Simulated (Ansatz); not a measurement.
# AlFH₄O₃ + H₂O: a complex and its separated parts, part 2 of 3

Ansatz 0.2.0, Gaussian basis. Earlier steps stand in the parts before.

## (9) PBE0-D4/def2-TZVPP

The inputs:

parta/in.yaml

```yaml
crystal:
  periodic: [false, false, false]
  atoms:
    - {symbol: Al, position_ang: [-0.416614, -0.631425, 0.886437]}
    - {symbol: O, position_ang: [1.132619, -0.587321, 0.151887]}
    - {symbol: O, position_ang: [-1.050272, 0.722506, -0.381160]}
    - {symbol: O, position_ang: [-1.305775, -2.072650, 0.748057]}
    - {symbol: F, position_ang: [-0.695856, 0.317775, 2.232123]}
    - {symbol: H, position_ang: [1.679277, -1.363505, 0.056028]}
    - {symbol: H, position_ang: [-1.263609, 1.543617, 0.078306]}
    - {symbol: H, position_ang: [-2.023779, -2.283481, 1.340705]}
    - {symbol: H, position_ang: [-0.261995, 0.876814, -0.923021]}
basis:
  gaussian: {orbitals: def2-TZVPP}
hamiltonian: {xc: pbe0, dispersion: d4}
output: {orbitals: {seedname: orbitals}}
```

partb/in.yaml

```yaml
crystal:
  periodic: [false, false, false]
  atoms:
    - {symbol: H, position_ang: [1.676979, 1.888455, -1.498744]}
    - {symbol: H, position_ang: [1.429162, 0.454221, -1.049959]}
    - {symbol: O, position_ang: [1.099964, 1.134994, -1.640660]}
basis:
  gaussian: {orbitals: def2-TZVPP}
hamiltonian: {xc: pbe0, dispersion: d4}
output: {orbitals: {seedname: orbitals}}
```

Each run has its own folder and the same command.

The run is started by

```
$ ansatz run in.yaml --threads 8 --pin off --events-out ev --progress --plain --max-ram 19148MiB
```

Output in parta, cut to the lines that bear on the results:

```text
Functional definition: PBE0
  name "PBE0"
  cite "Adamo & Barone, J. Chem. Phys. 110, 6158 (1999) doi:10.1063/1.478522"
  cite "Perdew, Burke & Ernzerhof, Phys. Rev. Lett. 77, 3865 (1996) doi:10.1103/PhysRevLett.77.3865"
  parent pbe
[...]
1145 factors; their error is unknown
[...]
mean field -15518.51479096 eV, -570.2948997406 hartree, gradient 6.9e-5 eV, S^2 0.000000; 0 other end points of the search recorded, 0 dependent functions left out
reference -15518.51482291 eV, -570.2949009148 hartree; 25, 25 occupied and 197, 197 virtual orbitals, 1145 factors
Total energy: -15518.63485486 eV, -570.2993120074 hartree
```

Log of partb, cut to the lines that bear on the results:

```text
[... 5 set-up lines as earlier in the session ...]
[...]
269 factors; their error is unknown
[...]
mean field -2078.42782294 eV, -76.3808136839 hartree, gradient 1.2e-5 eV, S^2 0.000000; 0 other end points of the search recorded, 0 dependent functions left out
reference -2078.42783744 eV, -76.3808142169 hartree; 5, 5 occupied and 54, 54 virtual orbitals, 269 factors
Total energy: -2078.43209323 eV, -76.3809706142 hartree
```

Times: 1.1 s (parta), 0.1 s (partb) on 8 threads of Arm Neoverse V2, shared host.

## (10) B3LYP-D4/def2-TZVPP

The same edit goes into each in.yaml of step 9 (parta, partb):

```diff
-hamiltonian: {xc: pbe0, dispersion: d4}
-output: {orbitals: {seedname: orbitals}}
+hamiltonian: {xc: {name: B3LYP}, dispersion: d4}
```

One command serves all of them, each in its own folder.

The run is started by

```
$ ansatz run in.yaml --threads 8 --pin off --events-out ev --progress --plain --max-ram 19148MiB
```

parta printed, cut to the lines that bear on the results:

```text
Functional definition: B3LYP
  name "B3LYP"
  cite "Stephens, Devlin, Chabalowski & Frisch, J. Phys. Chem. 98, 11623 (1994) doi:10.1021/j100096a001"
[... 2 set-up lines as earlier in the session ...]
  cite "Vosko, Wilk & Nusair, Can. J. Phys. 58, 1200 (1980) doi:10.1139/p80-159"
[...]
1138 factors; their error is unknown
[...]
mean field -15531.60426061 eV, -570.7759288779 hartree, gradient 1.2e-5 eV, S^2 0.000000; 0 other end points of the search recorded, 0 dependent functions left out
reference -15531.60451227 eV, -570.7759381264 hartree; 25, 25 occupied and 197, 197 virtual orbitals, 1138 factors
Total energy: -15531.83415901 eV, -570.7843774882 hartree
```

Output in partb, cut to the lines that bear on the results:

```text
[... 6 set-up lines as earlier in the session ...]
[...]
269 factors; their error is unknown
[...]
mean field -2080.76395837 eV, -76.4666650775 hartree, gradient 1.1e-5 eV, S^2 0.000000; 0 other end points of the search recorded, 0 dependent functions left out
reference -2080.76409673 eV, -76.4666701622 hartree; 5, 5 occupied and 54, 54 virtual orbitals, 269 factors
Total energy: -2080.77252271 eV, -76.4669798114 hartree
```

They took 1.1 s (parta), 0.15 s (partb) on 8 threads of Arm Neoverse V2, shared host.

## (11) r2SCAN0-D4/def2-TZVPP

The same edit goes into each in.yaml of step 10 (parta, partb):

```diff
-hamiltonian: {xc: {name: B3LYP}, dispersion: d4}
+hamiltonian: {xc: {name: r2SCAN0}, dispersion: d4}
```

One command serves all of them, each in its own folder.

The run is started by

```
$ ansatz run in.yaml --threads 8 --pin off --events-out ev --progress --plain --max-ram 19148MiB
```

Log of parta, cut to the lines that bear on the results:

```text
Functional definition: r2SCAN0
  name "r2SCAN0"
  cite "Bursch, Neugebauer, Ehlert & Grimme, J. Chem. Phys. 156, 134105 (2022) doi:10.1063/5.0086040"
[... 3 set-up lines as earlier in the session ...]
[...]
1145 factors; their error is unknown
[...]
mean field -15524.72219237 eV, -570.5230175351 hartree, gradient 2.2e-5 eV, S^2 0.000000; 0 other end points of the search recorded, 0 dependent functions left out
reference -15524.72220246 eV, -570.5230179056 hartree; 25, 25 occupied and 197, 197 virtual orbitals, 1145 factors
Total energy: -15524.76279750 eV, -570.5245097459 hartree
```

Log of partb, cut to the lines that bear on the results:

```text
[... 6 set-up lines as earlier in the session ...]
[...]
269 factors; their error is unknown
[...]
mean field -2079.27471484 eV, -76.4119363872 hartree, gradient 2.0e-5 eV, S^2 0.000000; 0 other end points of the search recorded, 0 dependent functions left out
reference -2079.27471894 eV, -76.4119365379 hartree; 5, 5 occupied and 54, 54 virtual orbitals, 269 factors
Total energy: -2079.27612308 eV, -76.4119881391 hartree
```

Times: 1.8 s (parta), 0.35 s (partb) on 8 threads of Arm Neoverse V2, shared host.

## (12) BHLYP-D4/def2-TZVPP

Each input of step 11 (parta, partb) changes in the same lines:

```diff
-hamiltonian: {xc: {name: r2SCAN0}, dispersion: d4}
+hamiltonian: {xc: {name: BHLYP}, dispersion: d4}
```

The same command starts each run, in its folder.

The run is started by

```
$ ansatz run in.yaml --threads 8 --pin off --events-out ev --progress --plain --max-ram 19148MiB
```

parta printed, cut to the lines that bear on the results:

```text
Functional definition: BHLYP
  name "BHLYP"
  cite "Becke, J. Chem. Phys. 98, 1372 (1993) doi:10.1063/1.464304"
[... 2 set-up lines as earlier in the session ...]
[...]
1247 factors; their error is unknown
[...]
mean field -15527.03516091 eV, -570.6080175608 hartree, gradient 2.0e-5 eV, S^2 0.000000; 0 other end points of the search recorded, 0 dependent functions left out
reference -15527.03532529 eV, -570.6080236020 hartree; 25, 25 occupied and 197, 197 virtual orbitals, 1247 factors
Total energy: -15527.20704967 eV, -570.6143343565 hartree
```

partb printed, cut to the lines that bear on the results:

```text
[... 5 set-up lines as earlier in the session ...]
[...]
295 factors; their error is unknown
[...]
mean field -2079.57892030 eV, -76.4231157318 hartree, gradient 2.0e-5 eV, S^2 0.000000; 0 other end points of the search recorded, 0 dependent functions left out
reference -2079.57901109 eV, -76.4231190683 hartree; 5, 5 occupied and 54, 54 virtual orbitals, 295 factors
Total energy: -2079.58396286 eV, -76.4233010425 hartree
```

They took 1 s (parta), 0.15 s (partb) on 8 threads of Arm Neoverse V2, shared host.

## (13) CAM-B3LYP-D4/def2-TZVPP

The same edit goes into each in.yaml of step 12 (parta, partb):

```diff
-hamiltonian: {xc: {name: BHLYP}, dispersion: d4}
+hamiltonian: {xc: {name: CAM-B3LYP}, dispersion: d4}
```

One command serves all of them, each in its own folder.

The run is started by

```
$ ansatz run in.yaml --threads 8 --pin off --events-out ev --progress --plain --max-ram 19148MiB
```

Log of parta, cut to the lines that bear on the results:

```text
Functional definition: CAM-B3LYP
  name "CAM-B3LYP"
  cite "Yanai, Tew & Handy, Chem. Phys. Lett. 393, 51 (2004) doi:10.1016/j.cplett.2004.06.011"
  cite "Iikura, Tsuneda, Yanai & Hirao, J. Chem. Phys. 115, 3540 (2001) doi:10.1063/1.1383587"
[... 2 set-up lines as earlier in the session ...]
[...]
  # Exact exchange under (alpha + beta erf(omega r))/r, Becke's under what is left of 1/r.
[...]
1133 factors; their error is unknown
273 factors; integrals over basis functions are off by at most 1.2e-5 eV
[...]
mean field -15528.73542858 eV, -570.6705012455 hartree, gradient 1.8e-5 eV, S^2 0.000000; 0 other end points of the search recorded, 0 dependent functions left out
reference -15528.73555084 eV, -570.6705057383 hartree; 25, 25 occupied and 197, 197 virtual orbitals, 1133 factors
Total energy: -15528.85646006 eV, -570.6749490701 hartree
```

partb printed, cut to the lines that bear on the results:

```text
[... 6 set-up lines as earlier in the session ...]
[...]
  # Exact exchange under (alpha + beta erf(omega r))/r, Becke's under what is left of 1/r.
[...]
269 factors; their error is unknown
72 factors; integrals over basis functions are off by at most 1.8e-5 eV
[...]
mean field -2079.99968586 eV, -76.4385785809 hartree, gradient 1.1e-5 eV, S^2 0.000000; 0 other end points of the search recorded, 0 dependent functions left out
reference -2079.99975329 eV, -76.4385810589 hartree; 5, 5 occupied and 54, 54 virtual orbitals, 269 factors
Total energy: -2080.00381921 eV, -76.4387304789 hartree
```

Wall times: 1.1 s (parta), 0.15 s (partb) on 8 threads of Arm Neoverse V2, shared host.

## (14) wB97X-V/def2-TZVPP

The same edit goes into each in.yaml of step 13 (parta, partb):

```diff
-hamiltonian: {xc: {name: CAM-B3LYP}, dispersion: d4}
+hamiltonian: {xc: {name: wB97X-V}}
```

One command serves all of them, each in its own folder.

The run is started by

```
$ ansatz run in.yaml --threads 8 --pin off --events-out ev --progress --plain --max-ram 19148MiB
```

Output in parta, cut to the lines that bear on the results:

```text
Functional definition: wB97X-V
  name "wB97X-V"
  cite "Mardirossian & Head-Gordon, Phys. Chem. Chem. Phys. 16, 9904 (2014) doi:10.1039/C3CP54374A"
[... 2 set-up lines as earlier in the session ...]
[...]
      + integral(e_c_pw_opposite_spin*poly(b97_u_opposite, cos0, cos1)) + vv10(b, c)
1133 factors; their error is unknown
255 factors; integrals over basis functions are off by at most 7.6e-6 eV
[...]
mean field -15526.68826490 eV, -570.5952693677 hartree, gradient 3.2e-5 eV, S^2 0.000000; 0 other end points of the search recorded, 0 dependent functions left out
reference -15526.68826282 eV, -570.5952692914 hartree; 25, 25 occupied and 197, 197 virtual orbitals, 1133 factors
Total energy: -15526.68826282 eV, -570.5952692914 hartree
```

partb printed, cut to the lines that bear on the results:

```text
[... 5 set-up lines as earlier in the session ...]
[...]
      + integral(e_c_pw_opposite_spin*poly(b97_u_opposite, cos0, cos1)) + vv10(b, c)
269 factors; their error is unknown
69 factors; integrals over basis functions are off by at most 2.2e-5 eV
[...]
mean field -2079.88767207 eV, -76.4344621501 hartree, gradient 2.3e-5 eV, S^2 0.000000; 0 other end points of the search recorded, 0 dependent functions left out
reference -2079.88767118 eV, -76.4344621172 hartree; 5, 5 occupied and 54, 54 virtual orbitals, 269 factors
Total energy: -2079.88767118 eV, -76.4344621172 hartree
```

They took 2.4 s (parta), 0.25 s (partb) on 8 threads of Arm Neoverse V2, shared host.

## (15) wB97M-V/def2-TZVPP

The same edit goes into each in.yaml of step 14 (parta, partb):

```diff
-hamiltonian: {xc: {name: wB97X-V}}
+hamiltonian: {xc: {name: wB97M-V}}
```

One command serves all of them, each in its own folder.

The run is started by

```
$ ansatz run in.yaml --threads 8 --pin off --events-out ev --progress --plain --max-ram 19148MiB
```

parta printed, cut to the lines that bear on the results:

```text
Functional definition: wB97M-V
  name "wB97M-V"
  cite "Mardirossian & Head-Gordon, J. Chem. Phys. 144, 214110 (2016) doi:10.1063/1.4952647"
[... 2 set-up lines as earlier in the session ...]
  # Of w^i u^j: cxij and so on, Table III.
[...]
  gx(w, u) = 1 - cx + cx01*u + cx10*w
[...]
      + integral(e_c_pw_mod_opposite_spin*gos(b97_w_opposite, b97_u_opposite)) + vv10(b, c)
1117 factors; their error is unknown
255 factors; integrals over basis functions are off by at most 7.6e-6 eV
[...]
mean field -15528.01725160 eV, -570.6441087283 hartree, gradient 6.1e-5 eV, S^2 0.000000; 0 other end points of the search recorded, 0 dependent functions left out
reference -15528.01730265 eV, -570.6441106043 hartree; 25, 25 occupied and 197, 197 virtual orbitals, 1117 factors
Total energy: -15528.01730265 eV, -570.6441106043 hartree
```

partb printed, cut to the lines that bear on the results:

```text
[... 5 set-up lines as earlier in the session ...]
  # Of w^i u^j: cxij and so on, Table III.
[...]
  gx(w, u) = 1 - cx + cx01*u + cx10*w
[...]
      + integral(e_c_pw_mod_opposite_spin*gos(b97_w_opposite, b97_u_opposite)) + vv10(b, c)
269 factors; their error is unknown
69 factors; integrals over basis functions are off by at most 2.2e-5 eV
[...]
mean field -2079.85938285 eV, -76.4334225404 hartree, gradient 2.8e-5 eV, S^2 0.000000; 0 other end points of the search recorded, 0 dependent functions left out
reference -2079.85940486 eV, -76.4334233492 hartree; 5, 5 occupied and 54, 54 virtual orbitals, 269 factors
Total energy: -2079.85940486 eV, -76.4334233492 hartree
```

Wall times: 2.9 s (parta), 0.25 s (partb) on 8 threads of Arm Neoverse V2, shared host.

## (16) B2PLYP/def2-TZVPP

Each input of step 15 (parta, partb) changes in the same lines:

```diff
-hamiltonian: {xc: {name: wB97M-V}}
+hamiltonian: {xc: {name: B2PLYP}}
```

Each run has its own folder and the same command.

The run is started by

```
$ ansatz run in.yaml --threads 8 --pin off --events-out ev --progress --plain --max-ram 19148MiB
```

Output in parta, cut to the lines that bear on the results:

```text
Functional definition: B2PLYP
  name "B2PLYP"
  cite "Grimme, J. Chem. Phys. 124, 034108 (2006) doi:10.1063/1.2148954"
[... 2 set-up lines as earlier in the session ...]
[...]
1382 factors; integrals over basis functions are off by at most 7.1e-4 eV
[...]
mean field -15513.19868650 eV, -570.0995365050 hartree, gradient 8.3e-6 eV, S^2 0.000000; 0 other end points of the search recorded, 0 dependent functions left out
9 core orbitals not correlated: weight in the atoms' cores, before any rotation towards them, 1.000 or more for the frozen orbitals, at most 0.000 for the correlated occupied ones
reference -15513.19884017 eV, -570.0995421522 hartree; 16, 16 occupied and 197, 197 virtual orbitals, 1382 factors
second order -34.76533928 eV of doubles, -0.00000000 eV of singles
Total energy: -15522.58548177 eV, -570.4444948688 hartree
```

Log of partb, cut to the lines that bear on the results:

```text
[... 5 set-up lines as earlier in the session ...]
[...]
361 factors; integrals over basis functions are off by at most 7.6e-4 eV
[...]
mean field -2077.03829125 eV, -76.3297493365 hartree, gradient 8.7e-7 eV, S^2 0.000000; 0 other end points of the search recorded, 0 dependent functions left out
1 core orbitals not correlated: weight in the atoms' cores, before any rotation towards them, 1.000 or more for the frozen orbitals, at most 0.000 for the correlated occupied ones
reference -2077.03837628 eV, -76.3297524610 hartree; 4, 4 occupied and 54, 54 virtual orbitals, 361 factors
second order -8.41868424 eV of doubles, -0.00000000 eV of singles
Total energy: -2079.31142102 eV, -76.4132853147 hartree
```

Wall times: 1.8 s (parta), 0.2 s (partb) on 8 threads of Arm Neoverse V2, shared host.

## (17) PBE-QIDH/def2-TZVPP

Each input of step 16 (parta, partb) changes in the same lines:

```diff
-hamiltonian: {xc: {name: B2PLYP}}
+hamiltonian: {xc: {name: PBE-QIDH}}
```

One command serves all of them, each in its own folder.

The run is started by

```
$ ansatz run in.yaml --threads 8 --pin off --events-out ev --progress --plain --max-ram 19148MiB
```

parta printed, cut to the lines that bear on the results:

```text
Functional definition: PBE-QIDH
  name "PBE-QIDH"
  cite "Brémond, Sancho-García, Pérez-Jiménez & Adamo, J. Chem. Phys. 141, 031101 (2014) doi:10.1063/1.4890314"
[... 1 set-up line as earlier in the session ...]
[...]
1382 factors; integrals over basis functions are off by at most 7.1e-4 eV
[...]
mean field -15504.49874727 eV, -569.7798196356 hartree, gradient 3.6e-6 eV, S^2 0.000000; 0 other end points of the search recorded, 0 dependent functions left out
9 core orbitals not correlated: weight in the atoms' cores, before any rotation towards them, 1.000 or more for the frozen orbitals, at most 0.000 for the correlated occupied ones
reference -15504.49875926 eV, -569.7798200761 hartree; 16, 16 occupied and 197, 197 virtual orbitals, 1382 factors
second order -32.41544956 eV of doubles, -0.00000000 eV of singles
Total energy: -15515.30390911 eV, -570.1769020093 hartree
```

partb printed, cut to the lines that bear on the results:

```text
[... 4 set-up lines as earlier in the session ...]
[...]
361 factors; integrals over basis functions are off by at most 7.6e-4 eV
[...]
mean field -2075.58437359 eV, -76.2763188479 hartree, gradient 2.2e-6 eV, S^2 0.000000; 0 other end points of the search recorded, 0 dependent functions left out
1 core orbitals not correlated: weight in the atoms' cores, before any rotation towards them, 1.000 or more for the frozen orbitals, at most 0.000 for the correlated occupied ones
reference -2075.58437908 eV, -76.2763190497 hartree; 4, 4 occupied and 54, 54 virtual orbitals, 361 factors
second order -7.85895825 eV of doubles, -0.00000000 eV of singles
Total energy: -2078.20403183 eV, -76.3725895126 hartree
```

Times: 1.9 s (parta), 0.15 s (partb) on 8 threads of Arm Neoverse V2, shared host.

(Part 2 of 3 ends here.)
